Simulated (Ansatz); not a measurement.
# LaAs (CsCl type): response to moved atoms and strain

How does LaAs (CsCl type) push back when it is distorted? Each run changes the relaxed cell in one way. The cell was built by placing the elements on the sites of a structure type; the runs don't test whether it is the stable form.

Method: DFT PBEsol, scalar-relativistic, plane waves, PAW, in Ansatz 0.2.0.

### 1 The system as given

Symmetry: Pm-3m, No. 221, cubic system. Conventional cell: a = 3.685 Å, b = 3.685 Å, c = 3.685 Å, α = 90.00°, β = 90.00°, γ = 90.00°. La (site symmetry m-3m) is surrounded by 8 As at 3.19 Å. As (site symmetry m-3m) has 8 La at 3.19 Å as nearest neighbours.

As a file:

```
La As
1.0
     3.68471    0.00000    0.00000
     0.00000    3.68471    0.00000
     0.00000    0.00000    3.68471
La As
1 1
Cartesian
  0.0000 0.0000 0.0000
  1.8424 1.8424 1.8424
```

An earlier run at PBEsol left this cell at 25.014 Å³/atom and -0.01 GPa (8×8×8 mesh).

The changes: atom 2 (As) moved 0.12 Å along x; strain e4 = +0.01, atoms carried along.

### 2 Atom 2 (As) moved 0.12 Å along x

input.yaml reads:

```yaml
crystal:
  lattice:
    - [3.6847138099, 0.0, 0.0]
    - [0.0, 3.6847138099, 0.0]
    - [0.0, 0.0, 3.6847138099]
  atoms:
    - { symbol: La, position: [0.0, 0.0, 0.0] }
    - { symbol: As, position: [0.5325669797, 0.5, 0.5] }
basis:
  ecutwfc: 420
  ecutrho_ratio: 4
kpoints:
  mp_grid: { grid: [8, 8, 8] }
hamiltonian:
  xc: pbesol
scf:
  occupations: { method: gaussian, width: 0.05 }
output:
  forces: true
  stress: true
  eigenvalues: true
```

The runs that follow: Strain e4 = +0.01, atoms carried along.

Before running it: what results should come out? Wanted: for each run, change; change of free energy; largest force; largest change of stress.

**Answer**, as computed:

| change | change of free energy (meV/atom) | largest force (eV/Å) | largest change of stress (GPa) |
| --- | --- | --- | --- |
| atom 2 (As) moved 0.12 Å along x | 5.66 | 0.205 | 0.59 |
| strain e4 = +0.01, atoms carried along | -0.13 | 0.000 | 0.17 |

Moving atom 2 by 0.12 Å meets a restoring force of 0.205 eV/Å along the move, a force constant of about 1.7 eV/Å². Under e4 = +0.01 the matching stress changes by +0.17 GPa (compression positive), while the largest change is +0.17 GPa in component yz. The response isn't the plain linear one, so no stiffness is quoted. No change lowers the energy by more than 0.5 meV/atom; other distortions weren't tried.
